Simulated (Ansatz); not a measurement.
**Ge₂H₆S: a ladder of functionals and wavefunction methods**

The task here is to estimate one member of a computed series from the others.

Method: functionals in def2-TZVPP, the program's frozen cores in correlated methods; program: Ansatz 0.2.0, Gaussian basis.

Levels to be run: LDA (SPW92), PBE-D4, revPBE-D4, BLYP-D4, r2SCAN-D4, B97M-V, PBE0-D4, B3LYP-D4, r2SCANh-D4, r2SCAN0-D4, HSE06-D4, BHLYP-D4, CAM-B3LYP-D4, LC-ωPBE, ωB97X-V, ωB97M-V, B2PLYP, PBE-QIDH; CCSD(T)/def2-SVP; CCSD(T)/def2-TZVPP; MP2/def2-QZVPP; extrapolation to the limit; RPA on PBE.

### Structure used throughout

An earlier PBE0-D4 in a triple-zeta def2 set relaxation fixed the geometry.

SMILES `[GeH3][S][GeH3]`, 9 atoms, charge 0, spin multiplicity 1.

Atoms are counted from 1 here; the program's logs count them from 0.

Bond lengths: Ge1–S2 2.221 Å, Ge1–H4 1.538 Å, Ge1–H5 1.533 Å, Ge1–H6 1.538 Å, S2–Ge3 2.221 Å, Ge3–H7 1.538 Å, Ge3–H8 1.533 Å, Ge3–H9 1.538 Å. Angles: S2–Ge1–H4 109.9°, S2–Ge1–H5 106.0°, S2–Ge1–H6 109.9°, H4–Ge1–H5 110.8°, H4–Ge1–H6 109.5°, H5–Ge1–H6 110.8°, Ge1–S2–Ge3 98.4°, S2–Ge3–H7 109.9°, S2–Ge3–H8 106.0°, S2–Ge3–H9 109.9°, H7–Ge3–H8 110.8°, H7–Ge3–H9 109.5°, H8–Ge3–H9 110.8°.

The first run:

in.yaml reads:

```yaml
crystal:
  periodic: [false, false, false]
  atoms:
    - {symbol: Ge, position_ang: [-0.832203, 0.755761, -1.242996]}
    - {symbol: S, position_ang: [1.255318, 0.669085, -0.488252]}
    - {symbol: Ge, position_ang: [0.927317, -0.725156, 1.209806]}
    - {symbol: H, position_ang: [-1.295809, -0.649276, -1.661945]}
    - {symbol: H, position_ang: [-0.806060, 1.701838, -2.449022]}
    - {symbol: H, position_ang: [-1.763520, 1.296972, -0.145534]}
    - {symbol: H, position_ang: [0.374867, -2.062503, 0.689244]}
    - {symbol: H, position_ang: [2.299049, -0.921807, 1.865493]}
    - {symbol: H, position_ang: [-0.070261, -0.111314, 2.206106]}
basis:
  gaussian: {orbitals: def2-TZVPP}
hamiltonian: {xc: lda}
output: {orbitals: {seedname: orbitals}}
```

Run with:

```sh
ansatz run in.yaml --threads 4 --pin off --events-out ev --progress --plain --max-ram 10444MiB
```

Steps of the session up to this table: LDA; PBE-D4 (GGA); revPBE-D4 (GGA); BLYP-D4 (GGA); r2SCAN-D4 (meta-GGA); B97M-V (meta-GGA); B3LYP-D4 (hybrid); r2SCANh-D4 (hybrid); r2SCAN0-D4 (hybrid); HSE06-D4 (hybrid); BHLYP-D4 (hybrid); CAM-B3LYP-D4 (range-separated); LC-ωPBE (range-separated); ωB97X-V (range-separated); ωB97M-V (range-separated); B2PLYP (double hybrid); PBE-QIDH (double hybrid).

One table of the session follows, with a row left open; its other results are not shown here.

It belongs to the step «Orbital energies across the functionals». 

| functional | HOMO (eV) | gap (eV) |
| --- | --- | --- |
| LDA (SPW92) | -6.09 | 4.77 |
| PBE-D4 | -6.02 | 4.98 |
| revPBE-D4 | -5.98 | 5.07 |
| BLYP-D4 | -5.86 | 4.92 |
| r2SCAN-D4 | -6.30 | 5.57 |
| B97M-V | ? | ? |
| PBE0-D4 | -7.22 | 7.04 |
| B3LYP-D4 | -6.97 | 6.56 |
| r2SCANh-D4 | -6.74 | 6.30 |
| r2SCAN0-D4 | -7.40 | 7.39 |
| HSE06-D4 | -6.82 | 6.27 |
| BHLYP-D4 | -8.27 | 9.00 |
| CAM-B3LYP-D4 | -8.49 | 9.33 |
| LC-ωPBE | -9.87 | 11.90 |
| ωB97X-V | -9.54 | 11.41 |
| ωB97M-V | -9.37 | 11.00 |

Estimate the missing values for B97M-V.

As computed: HOMO (eV): -6.45; gap (eV): 5.68. In the column «HOMO (eV)» it lies between r2SCANh-D4 (-6.74) and r2SCAN-D4 (-6.30).
